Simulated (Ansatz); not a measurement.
# BH₂Br (SMILES BBr): one structure at several levels

An exercise on one series of results from a longer session: the logs are not shown, and one member is left open.

The runs use Ansatz 0.2.0, Gaussian basis; single points in def2-TZVPP.

Correlated methods freeze the cores. Filled d shells of the heavier atoms are correlated.

### The starting structure

4 atoms, charge 0, spin multiplicity 1.

Atoms are counted from 1 here; the program's logs count them from 0.

Bond lengths: B1–Br2 1.862 Å, B1–H3 1.166 Å, B1–H4 1.196 Å. Angles: Br2–B1–H3 120.7°, Br2–B1–H4 117.9°, H3–B1–H4 121.3°.

As a file:

```csv
atom,x (Å),y (Å),z (Å)
B1,-0.1465,0.0090,-0.0923
Br2,1.4598,-0.3572,0.7758
H3,-1.1163,-0.5815,0.1742
H4,-0.1609,0.9004,-0.8898
```

The first run:

Contents of run/in.yaml:

```yaml
crystal:
  periodic: [false, false, false]
  atoms:
    - {symbol: B, position_ang: [-0.146500, 0.009000, -0.092300]}
    - {symbol: Br, position_ang: [1.459800, -0.357200, 0.775800]}
    - {symbol: H, position_ang: [-1.116300, -0.581500, 0.174200]}
    - {symbol: H, position_ang: [-0.160900, 0.900400, -0.889800]}
basis:
  gaussian: {orbitals: def2-TZVPP}
correlation: {method: ccsd_t}
output: {forces: true}
```

Launch:

```bash
ansatz run in.yaml --threads 4 --pin off --events-out ev --progress --plain --max-ram 5222MiB
```

Among the steps run: CCSD(T)/def2-TZVPP; PBE0-D4/def2-TZVPP; wB97M-V/def2-TZVPP; r2SCAN-D4/def2-TZVPP; PBE-D4/def2-TZVPP; LC-wPBE/def2-TZVPP; BHLYP-D4/def2-TZVPP.

One of the session's tables, all rows but one given; the rest of the session is left out.

| method | RMS force component (eV/Å) | angle to CCSD(T) forces (°) | dipole (D) |
| --- | --- | --- | --- |
| CCSD(T) | 0.396 | reference | 0.41 |
| PBE0-D4 | 0.365 | 8.1 | 0.40 |
| wB97M-V | 0.385 | 7.2 | 0.43 |
| r2SCAN-D4 | 0.387 | 3.1 | 0.37 |
| PBE-D4 | ? | ? | ? |
| LC-wPBE | 0.326 | 17.9 | 0.53 |
| BHLYP-D4 | 0.423 | 15.7 | 0.58 |

Q: Estimate the row for PBE-D4 from the others.

As computed: RMS force component (eV/Å): 0.406; angle to CCSD(T) forces (°): 13.9; dipole (D): 0.21. In the column «RMS force component (eV/Å)» it lies between CCSD(T) (0.396) and BHLYP-D4 (0.423).
